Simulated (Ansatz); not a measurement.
# In3Ga5As8: levels of theory

Aim: for In3Ga5As8, compare levels of theory; the runs are relaxing the atoms and single point.

Method: DFT PBEsol, scalar-relativistic, plane waves, PAW, and further levels as typed in the inputs, in Ansatz 0.2.0.

**1. The starting structure**

The structure is trigonal, space group R3m (No. 160). The conventional cell has a = 8.210 Å, b = 8.210 Å, c = 20.110 Å, α = 90.00°, β = 90.00°, γ = 120.00°. In (site symmetry m) has 4 As at 2.51 Å as nearest neighbours. Around Ga (site symmetry 3m) lie 4 As at 2.51 Å. Ga (site symmetry m) has 4 As at 2.51 Å as nearest neighbours. As (site symmetry 3m) is surrounded by 3 In at 2.51 Å and 1 Ga at 2.51 Å. As (site symmetry m) has 1 In at 2.51 Å and 3 Ga at 2.51 Å as nearest neighbours. As (site symmetry m) has 2 In at 2.51 Å and 2 Ga at 2.51 Å as nearest neighbours. Around As (site symmetry 3m) lie 4 Ga at 2.51 Å.

Coordinates:

```
CELL_PARAMETERS angstrom
0.00000 5.80520 5.80520
5.80520 0.00000 5.80520
5.80520 5.80520 0.00000
ATOMIC_POSITIONS crystal
In 0.00000 0.00000 0.00000
Ga 0.00000 0.00000 0.50000
In 0.00000 0.50000 0.00000
Ga 0.00000 0.50000 0.50000
As 0.12500 0.12500 0.12500
As 0.12500 0.12500 0.62500
As 0.12500 0.62500 0.12500
As 0.12500 0.62500 0.62500
In 0.50000 0.00000 0.00000
Ga 0.50000 0.00000 0.50000
Ga 0.50000 0.50000 0.00000
Ga 0.50000 0.50000 0.50000
As 0.62500 0.12500 0.12500
As 0.62500 0.12500 0.62500
As 0.62500 0.62500 0.12500
As 0.62500 0.62500 0.62500
```

**2. Relaxing the atoms: In3Ga5As8, no spin**

input.yaml

```yaml
crystal:
  lattice:
    - [0.0, 5.8052, 5.8052]
    - [5.8052, 0.0, 5.8052]
    - [5.8052, 5.8052, 0.0]
  atoms:
    - { symbol: In, position: [0.0, 0.0, 0.0] }
    - { symbol: Ga, position: [0.0, 0.0, 0.5] }
    - { symbol: In, position: [0.0, 0.5, 0.0] }
    - { symbol: Ga, position: [0.0, 0.5, 0.5] }
    - { symbol: As, position: [0.125, 0.125, 0.125] }
    - { symbol: As, position: [0.125, 0.125, 0.625] }
    - { symbol: As, position: [0.125, 0.625, 0.125] }
    - { symbol: As, position: [0.125, 0.625, 0.625] }
    - { symbol: In, position: [0.5, 0.0, 0.0] }
    - { symbol: Ga, position: [0.5, 0.0, 0.5] }
    - { symbol: Ga, position: [0.5, 0.5, 0.0] }
    - { symbol: Ga, position: [0.5, 0.5, 0.5] }
    - { symbol: As, position: [0.625, 0.125, 0.125] }
    - { symbol: As, position: [0.625, 0.125, 0.625] }
    - { symbol: As, position: [0.625, 0.625, 0.125] }
    - { symbol: As, position: [0.625, 0.625, 0.625] }
scf:
  occupations: { method: gaussian, width: 0.01 }
output:
  forces: true
  stress: true
hamiltonian:
  xc: pbesol
kpoints:
  mp_grid: { grid: [3, 3, 3] }
relax:
  f_tol: 0.005
```

Launch:

```
> ansatz run input.yaml --threads 16 --pin off --max-ram 49152MiB --backend cpu --events-out ev --progress --plain --runs-dir out
```

The program printed, shortened:

```text
Warning: output.stress: scf.convergence.dr2_threshold = 2.5e-8 eV (the default of a walk held to its f_tol) is looser than the 1.6e-9 eV advised for a printed stress (1e-10 eV for each atom of the cell: 16). What an SCF threshold leaves in a stress goes as its square root, and in the free [...]
Warning: RAYON_NUM_THREADS=16 ignored (pool sized by the plan → 16); use --threads N
[...]
Pseudopotentials: kind: paw
Pseudopotential: In, paw, valence charge 13, recommended cutoff 420 eV (normal), In.paw.azcp
Pseudopotential: Ga, paw, valence charge 13, recommended cutoff 420 eV (normal), Ga.paw.azcp
Pseudopotential: As, paw, valence charge 15, recommended cutoff 420 eV (normal), As.paw.azcp
Functional definition: PBEsol
[...]
Crystal: 16 atoms, lattice volume = 391.275 Å³
Basis set: ecut = 420 eV, 7727 PW (Γ), exchange–correlation on 120×120×120 points (8 copies of the dense FFT grid, shifted against one another)
Bands: 135, of which v1, the nominal top of the filled ones, is band 112 counted from 1 (111 counted from 0)
Symmetry: 6 space group operations
Space group: R3m (ITA 160), of the structure as read, at distance tolerance 7.3e-5 Å
k-points: 6 of 27 (time reversal used)
[...]
SCF iter   1: F=—  HF=-73799.676483 eV  |F-HF|=—  |Δ(HF+E_count)|=         —  Δρ=3.52e-3  dr2=7.09e-2  ethr=1.77e-3  ⟨swp⟩=6.0  Hψ=3036  notcnv=0  defer=5
[...]
relax step   1: F+E_penalty+E_count = -73799.64617981 eV  Δ(F+E_penalty+E_count) = +0.000e0 eV  max|allowed force component| = 1.482e0 eV/Å  Δτ_max = 0.0000 Å  (8 SCF iters, dr2 threshold 6.25e-7 eV, accepted)
[...]
--- Stress (GPa, compression-positive) ---
        0.770547       0.096097      -0.096097
        0.096097       0.770547      -0.096097
       -0.096097      -0.096097       0.770547
  P = ⅓ Tr σ = 0.7705 GPa (7.705 kbar)
--- Relaxed structure (5 steps of the walk, 5 accepted, 0 SCFs on fresh bases) ---
  F+E_penalty+E_count = -73800.16240161 eV   max|allowed force component| = 1.923e-3 eV/Å
  atoms:
    - { symbol: In, position: [-7.271320253762729e-5, -7.271320253762794e-5, -0.0014600198234649142] }
    - { symbol: Ga, position: [-0.000574074648279061, -0.000574074648279061, 0.5017222239448371] }
    - { symbol: In, position: [-7.271320253765534e-5, 0.5016054462285402, -0.0014600198234648865] }
    - { symbol: Ga, position: [5.9741400652485455e-5, 0.49989228672781894, 0.5001556851437097] }
    - { symbol: As, position: [0.11943111629903484, 0.11943111629903484, 0.1417066511028955] }
    - { symbol: As, position: [0.12987832305863536, 0.12987832305863536, 0.610569876581651] }
    - { symbol: As, position: [0.13543521426532795, 0.6147263776580416, 0.13511203041858882] }
    - { symbol: As, position: [0.1298783230586354, 0.6296734773010784, 0.610569876581651] }
    - { symbol: In, position: [0.5016054462285402, -7.271320253765534e-5, -0.0014600198234648865] }
    - { symbol: Ga, position: [0.49989228672781894, 5.9741400652485455e-5, 0.5001556851437097] }
    - { symbol: Ga, position: [0.5003172300949342, 0.5003172300949342, -0.0009516902848024644] }
    - { symbol: Ga, position: [0.4998922867278189, 0.4998922867278189, 0.5001556851437099] }
    - { symbol: As, position: [0.6147263776580416, 0.13543521426532795, 0.13511203041858882] }
    - { symbol: As, position: [0.6296734773010784, 0.1298783230586354, 0.610569876581651] }
    - { symbol: As, position: [0.6147263776580416, 0.6147263776580416, 0.13511203041858888] }
    - { symbol: As, position: [0.6252033005747946, 0.6252033005747946, 0.6243900982756163] }
```

Wall time 13 s (16 threads of Arm Neoverse V2, shared host); peak memory 1.8 GiB.

The steps of the relaxation:

```
step  energy from step 1 (eV/cell)  largest force component (eV/Å)
   1                        0.0000                          1.4823
   2                       -0.4086                          0.6056
   3                       -0.5157                          0.0323
   4                       -0.5162                          0.0082
   5                       -0.5162                          0.0019
```

Step 1 is the start.

**3. Single point: r2SCAN**

It takes the final geometry of step 2.

input.yaml

```yaml
crystal:
  lattice:
    - [0.0, 5.8052, 5.8052]
    - [5.8052, 0.0, 5.8052]
    - [5.8052, 5.8052, 0.0]
  atoms:
    - { symbol: In, position: [-7.27132e-05, -7.27132e-05, -0.0014600198] }
    - { symbol: Ga, position: [-0.0005740746, -0.0005740746, 0.5017222239] }
    - { symbol: In, position: [-7.27132e-05, 0.5016054462, -0.0014600198] }
    - { symbol: Ga, position: [5.97414e-05, 0.4998922867, 0.5001556851] }
    - { symbol: As, position: [0.1194311163, 0.1194311163, 0.1417066511] }
    - { symbol: As, position: [0.1298783231, 0.1298783231, 0.6105698766] }
    - { symbol: As, position: [0.1354352143, 0.6147263777, 0.1351120304] }
    - { symbol: As, position: [0.1298783231, 0.6296734773, 0.6105698766] }
    - { symbol: In, position: [0.5016054462, -7.27132e-05, -0.0014600198] }
    - { symbol: Ga, position: [0.4998922867, 5.97414e-05, 0.5001556851] }
    - { symbol: Ga, position: [0.5003172301, 0.5003172301, -0.0009516903] }
    - { symbol: Ga, position: [0.4998922867, 0.4998922867, 0.5001556851] }
    - { symbol: As, position: [0.6147263777, 0.1354352143, 0.1351120304] }
    - { symbol: As, position: [0.6296734773, 0.1298783231, 0.6105698766] }
    - { symbol: As, position: [0.6147263777, 0.6147263777, 0.1351120304] }
    - { symbol: As, position: [0.6252033006, 0.6252033006, 0.6243900983] }
scf:
  occupations: { method: gaussian, width: 0.01 }
  n_extra_bands: 12
output:
  eigenvalues: true
  eigenstates: { kpoints: [[0, 0, 0]], e_range: [-2, 2] }
hamiltonian:
  xc: r2scan
kpoints:
  mp_grid: { grid: [3, 3, 3] }
```

Launch:

```
> ansatz run input.yaml --threads 16 --pin off --max-ram 49152MiB --backend cpu --events-out ev --progress --plain --runs-dir out
```

The program printed, shortened:

```text
Warning: RAYON_NUM_THREADS=16 ignored (pool sized by the plan → 16); use --threads N
scf.n_extra_bands = 12 over 112 filled bands (N_el = 224.0): the run solves 124 bands
[...]
Pseudopotentials: kind: paw
Pseudopotential: In, paw, valence charge 13, recommended cutoff 500 eV (meta_gga), In.paw.azcp
Pseudopotential: Ga, paw, valence charge 13, recommended cutoff 500 eV (meta_gga), Ga.paw.azcp
Pseudopotential: As, paw, valence charge 15, recommended cutoff 500 eV (meta_gga), As.paw.azcp
Functional definition: r2SCAN
[...]
Crystal: 16 atoms, lattice volume = 391.275 Å³
Basis set: ecut = 500 eV, 9841 PW (Γ), exchange–correlation on 240×240×240 points (64 copies of the dense FFT grid, shifted against one another)
Bands: 124, of which v1, the nominal top of the filled ones, is band 112 counted from 1 (111 counted from 0)
Symmetry: 6 space group operations
Space group: R3m (ITA 160), of the structure as read, at distance tolerance 7.3e-5 Å
k-points: 6 of 27 (time reversal used)
[...]
SCF iter   1: F=—  HF=-74709.584910 eV  |F-HF|=—  |Δ(HF+E_count)|=         —  Δρ=7.59e-3  dr2=1.10e-1  dr2_τ=5.13e-2  ethr=1.77e-3  ⟨swp⟩=6.0  Hψ=2860  notcnv=0
[...]
SCF iter   8: F=-74709.650714 eV  HF=-74709.650714 eV  |F-HF|=7.20e-9  |Δ(HF+E_count)|=   2.60e-7  Δρ=2.99e-6  dr2=4.75e-8  dr2_τ=7.97e-10  ethr=4.46e-11  ⟨swp⟩=8.0  Hψ=2898  notcnv=0
[...]
NSCF: frozen V_eff on 1 k-points
SCF converged after 8 iterations
Free energy (F): -74709.650714 eV
[...]
E sigma→0 (E₀):  -74709.650714 eV
Fermi energy:    8.066704 eV
[...]
--- Band table (eV; the first three rows and the last of 6) ---
[...]
```

Wall time 7.2 s (16 threads of Arm Neoverse V2, shared host); peak memory 2.6 GiB.

**4. Single point: r2SCAN with spin-orbit coupling**

It takes the final geometry of step 2.

Edit input.yaml of step 3 so:

```diff
@@ -30,3 +30,7 @@
   xc: r2scan
+  pseudopotentials: { kind: paw_fr }
 kpoints:
   mp_grid: { grid: [3, 3, 3] }
+magnetization:
+  noncollinear: true
+  spin_orbit: true
```

Launch:

```
> ansatz run input.yaml --threads 16 --pin off --max-ram 49152MiB --backend cpu --events-out ev --progress --plain --runs-dir out
```

The program printed, shortened:

```text
Warning: RAYON_NUM_THREADS=16 ignored (pool sized by the plan → 16); use --threads N
scf.n_extra_bands = 12 over 224 filled bands (N_el = 224.0): the run solves 236 bands
[...]
Pseudopotentials: kind: paw_fr
Pseudopotential: In, paw_fr, valence charge 13, recommended cutoff 500 eV (meta_gga), In.paw.azcp#standard-fr
Pseudopotential: Ga, paw_fr, valence charge 13, recommended cutoff 500 eV (meta_gga), Ga.paw.azcp#standard-fr
Pseudopotential: As, paw_fr, valence charge 15, recommended cutoff 500 eV (meta_gga), As.paw.azcp#standard-fr
Functional definition: r2SCAN
[...]
non-collinear run that drives no moment, with spin-orbit: no starting moment large enough to seed its density (crystal.atoms[].spin), no starting occupations that ask for one, no magnetisation constraint and no magnetic field, so the semilocal B_xc is pinned to zero
Crystal: 16 atoms, lattice volume = 391.275 Å³
[...]
  site 4: m = (+0.0000, +0.0000, +0.0000) μB, |m| = 0.0000 μB  (R = 1.00 Å)
  site 5: m = (+0.0000, +0.0000, +0.0000) μB, |m| = 0.0000 μB  (R = 1.02 Å)
  site 6: m = (+0.0000, +0.0000, +0.0000) μB, |m| = 0.0000 μB  (R = 1.01 Å)
  site 7: m = (+0.0000, +0.0000, +0.0000) μB, |m| = 0.0000 μB  (R = 1.02 Å)
  site 8: m = (+0.0000, +0.0000, +0.0000) μB, |m| = 0.0000 μB  (R = 1.06 Å)
  site 9: m = (+0.0000, +0.0000, +0.0000) μB, |m| = 0.0000 μB  (R = 1.01 Å)
  site 10: m = (+0.0000, +0.0000, +0.0000) μB, |m| = 0.0000 μB  (R = 1.01 Å)
  site 11: m = (+0.0000, +0.0000, +0.0000) μB, |m| = 0.0000 μB  (R = 1.01 Å)
  site 12: m = (+0.0000, +0.0000, +0.0000) μB, |m| = 0.0000 μB  (R = 1.01 Å)
  site 13: m = (+0.0000, +0.0000, +0.0000) μB, |m| = 0.0000 μB  (R = 1.02 Å)
  site 14: m = (+0.0000, +0.0000, +0.0000) μB, |m| = 0.0000 μB  (R = 1.01 Å)
  site 15: m = (+0.0000, +0.0000, +0.0000) μB, |m| = 0.0000 μB  (R = 1.04 Å)
Free energy (F): -74644.412335 eV
[...]
E sigma→0 (E₀):  -74644.412335 eV
Fermi energy:    8.123414 eV
[...]
--- Band table (eV; the first three rows and the last of 6) ---
[...]
```

It took 69 s on 16 threads of Arm Neoverse V2, shared host; peak memory 12 GiB.

**5. Single point: HSE06, no spin**

It takes the final geometry of step 2.

Edit input.yaml of step 4 so:

```diff
@@ -28,9 +28,9 @@
   eigenstates: { kpoints: [[0, 0, 0]], e_range: [-2, 2] }
+  write_density: true
+  write_potential: true
+  elf: true
+  volumetric_format: npy
 hamiltonian:
-  xc: r2scan
-  pseudopotentials: { kind: paw_fr }
+  xc: hse06
 kpoints:
   mp_grid: { grid: [3, 3, 3] }
-magnetization:
-  noncollinear: true
-  spin_orbit: true
```

Launch:

```
> ansatz run input.yaml --threads 16 --pin off --max-ram 49152MiB --backend cpu --events-out ev --progress --plain --runs-dir out
```

The program printed, shortened:

```text
Warning: RAYON_NUM_THREADS=16 ignored (pool sized by the plan → 16); use --threads N
scf.n_extra_bands = 12 over 112 filled bands (N_el = 224.0): the run solves 124 bands
[...]
Pseudopotentials: kind: paw
Pseudopotential: In, paw, valence charge 13, recommended cutoff 420 eV (normal), In.paw.azcp
Pseudopotential: Ga, paw, valence charge 13, recommended cutoff 420 eV (normal), Ga.paw.azcp
Pseudopotential: As, paw, valence charge 15, recommended cutoff 420 eV (normal), As.paw.azcp
Functional definition: HSE06
[...]
Crystal: 16 atoms, lattice volume = 391.275 Å³
Basis set: ecut = 420 eV, 7727 PW (Γ)
Bands: 124, of which v1, the nominal top of the filled ones, is band 112 counted from 1 (111 counted from 0)
Symmetry: 6 space group operations
Space group: R3m (ITA 160), of the structure as read, at distance tolerance 7.3e-5 Å
k-points: 6 of 27 (time reversal used)
[...]
Frozen-core exchange: fock
[...]
SCF 2 stopped early in 8 iterations: F = -74586.392137 eV  dr2 = 9.14e-5
hybrid outer 1: dexx = +9.517e-2 eV, tail = 7.71e-4 eV
[...]
Frozen-core exchange: fock
[...]
SCF iter   8: F=-74586.393359 eV  HF=-74586.393359 eV  |F-HF|=3.44e-8  |Δ(HF+E_count)|=   7.86e-7  Δρ=3.24e-6  dr2=5.67e-8  ethr=3.39e-12 (applied; sched 1.00e-12)  ⟨swp⟩=5.5  Hψ=2944  notcnv=0
[...]
hybrid outer 2: dexx = +1.809e-5 eV, tail = 4.38e-7 eV, Δε = 5.59e-3 eV (about 2.19e-4 eV left of the loop's levels)
NSCF: frozen V_eff on 1 k-points
hybrid SCF converged: 2 outer / 16 inner (+14 warm-up), last move |dexx| = 1.81e-5 eV, tail = 4.38e-7 eV
Stability not checked: this state was not tested for a lower state beside it, because the functional holds exact exchange (a hybrid, or Hartree-Fock), whose exchange loop this test does not read (fock_operator; see scf.lower_state_search)
Free energy (F): -74586.393358 eV
Frozen-core exchange: fock
[...]
E sigma→0 (E₀):  -74586.393358 eV
Fermi energy:    8.085515 eV
[...]
--- Band table (eV; the first three rows and the last of 6) ---
[...]
```

Run time: 69 s. Hardware: 16 threads of Arm Neoverse V2, shared host; peak memory 6.5 GiB.

Density in a lattice plane of the grid's cell (edges 8.21 and 8.21 Å, at 0.000 of the third edge), which holds In and Ga.

Ten even steps from ' ' (0.02 e/Å³) to '@' (52.69 e/Å³):
```
....                    ....                    
                                                
                                                
                                                
                                                
                                                
                                                
                                                
..                    ::..                    ::
@@--                  --@@--                  --
....                    ..::                    
                                                
                                                
                                                
                                                
                                                
                                                
                                                
..                    ....                    ..
::..                  ..::..                  ..
```
Columns run along the first of these edges and rows up along the second, over one cell in 24 and 20 even steps from the bottom left corner. Atoms in the plane (fractional): In at (1.00, 1.00), Ga at (1.00, 0.50), In at (0.50, 1.00), Ga at (0.50, 0.50).

ELF in the same plane.

Values, 12 rows by 12 columns:
```
0.17 0.19 0.20 0.13 0.12 0.21 0.18 0.18 0.21 0.13 0.13 0.22
0.33 0.29 0.33 0.13 0.02 0.13 0.33 0.29 0.33 0.14 0.02 0.14
0.50 0.70 0.70 0.49 0.12 0.12 0.49 0.70 0.70 0.49 0.12 0.12
0.49 0.67 0.59 0.67 0.49 0.23 0.49 0.67 0.59 0.67 0.49 0.23
0.18 0.56 0.67 0.67 0.58 0.19 0.18 0.57 0.67 0.67 0.58 0.19
0.43 0.18 0.53 0.56 0.54 0.18 0.43 0.18 0.54 0.56 0.53 0.18
0.19 0.20 0.23 0.13 0.14 0.22 0.18 0.19 0.23 0.14 0.13 0.22
0.55 0.64 0.55 0.14 0.02 0.12 0.51 0.58 0.51 0.12 0.02 0.14
0.58 0.66 0.66 0.56 0.15 0.14 0.53 0.65 0.65 0.52 0.14 0.16
0.39 0.70 0.60 0.70 0.39 0.20 0.35 0.69 0.59 0.69 0.35 0.20
0.18 0.37 0.70 0.70 0.33 0.20 0.18 0.33 0.68 0.69 0.29 0.20
0.00 0.18 0.33 0.49 0.33 0.18 0.00 0.18 0.31 0.46 0.31 0.18
```
Columns run along the first of these edges and rows up along the second, over one cell in 12 and 12 even steps from the bottom left corner. Atoms in the plane (fractional): In at (1.00, 1.00), Ga at (1.00, 0.50), In at (0.50, 1.00), Ga at (0.50, 0.50).

Both are smooth fields of the valence electrons: close to the nuclei they are not physical.

Maxima of ELF outside the ion cores: 0.81 on the As–Ga line, 1.1 Å from As; 0.77 on the As–In line, 1.0 Å from As.

**6. Summary of results**

```
step                            level  volume (Å³/atom)  pressure (GPa)  energy (eV)  gap on the mesh (eV)   time
   2                           PBEsol             24.45             0.8   -73800.162                   n/a   13 s
   3                           r2SCAN             24.45             n/a   -74709.651                  0.33  7.2 s
   4  r2SCAN with spin-orbit coupling             24.45             n/a   -74644.412                  0.22   69 s
   5                            HSE06             24.45             n/a   -74586.393                  0.69   69 s
```

Totals of different systems or levels have different zeros; only balanced differences at one level mean anything.

The rows set the runs side by side; convergence of the settings was not tested in this session.
